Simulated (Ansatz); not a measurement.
This script for Ansatz's Python interface starts 4 runs on CH4AlClSi, SMILES [Cl][Al]1[CH2][SiH2]1. What input does the engine get in each?

Script `disp_ch4alclsi.py`:
```python
# -*- coding: utf-8 -*-
import ansatz


def main():
    geometry_ang = [
        ('Cl', (-3.1183, 1.4508, 0.6729)),
        ('Al', (-1.2063, 0.7765, -0.0575)),
        ('C', (0.6969, 0.5615, 0.2295)),
        ('Si', (0.307, -1.083, -0.4606)),
        ('H', (1.0417, 0.5104, 1.29)),
        ('H', (1.3832, 1.1597, -0.4379)),
        ('H', (0.7007, -1.2907, -1.8415)),
        ('H', (0.2872, -2.1423, 0.5493)),
    ]
    geometry = ansatz.Crystal.molecule()
    for symbol, xyz in geometry_ang:
        geometry = geometry.atom(symbol, xyz)

    model = (
        geometry.calculation()
        .basis(gaussian='def2-SVP')
        .scf(lower_state_search='light')
    )
    for name in ['b3lyp', 'pbe']:
        for correction in ('d3bj', 'd4'):
            data = model.functional(name, dispersion=correction).run(threads=1).report
            print(f'{name:8s} {correction:5s} total {data["free_energy_ev"]:.5f} eV, of which dispersion {1000 * data["dispersion"]["energy"]["ev"]:.2f} meV')


if __name__ == '__main__':
    main()
```

Run 1:
```yaml
crystal:
  periodic: [false, false, false]
  atoms:
    - { symbol: Cl, position_ang: [-3.1183, 1.4508, 0.6729] }
    - { symbol: Al, position_ang: [-1.2063, 0.7765, -0.0575] }
    - { symbol: C, position_ang: [0.6969, 0.5615, 0.2295] }
    - { symbol: Si, position_ang: [0.307, -1.083, -0.4606] }
    - { symbol: H, position_ang: [1.0417, 0.5104, 1.29] }
    - { symbol: H, position_ang: [1.3832, 1.1597, -0.4379] }
    - { symbol: H, position_ang: [0.7007, -1.2907, -1.8415] }
    - { symbol: H, position_ang: [0.2872, -2.1423, 0.5493] }
basis:
  gaussian:
    orbitals: def2-SVP
hamiltonian:
  xc: b3lyp
  dispersion: d3bj
scf:
  lower_state_search: light
```

Run 2, against run 1:
```diff
-  dispersion: d3bj
+  dispersion: d4
```

Run 3, against run 1:
```diff
-  xc: b3lyp
+  xc: pbe
```

Run 4, against run 1:
```diff
-  xc: b3lyp
-  dispersion: d3bj
+  xc: pbe
+  dispersion: d4
```

```console
$ python disp_ch4alclsi.py
b3lyp    d3bj  total -28091.72893 eV, of which dispersion -342.99 meV
b3lyp    d4    total -28091.68018 eV, of which dispersion -294.24 meV
pbe      d3bj  total -28075.57614 eV, of which dispersion -178.69 meV
pbe      d4    total -28075.57761 eV, of which dispersion -180.16 meV
```

Caveats:
- These settings explore the input space; basis and method may be short of convergence.
- The geometry is a force-field or estimated start, not a minimum of this method, and the basis set is short of its limit. D4 holds the three-body term, and d3bj doesn't.
- b3lyp holds the VWN-RPA fit, as in Gaussian; the form of ORCA and Turbomole is b3lyp5.
- Run time: 9.2 s on 1 thread of Arm Neoverse V2 (shared host), peak memory 0.23 GiB.
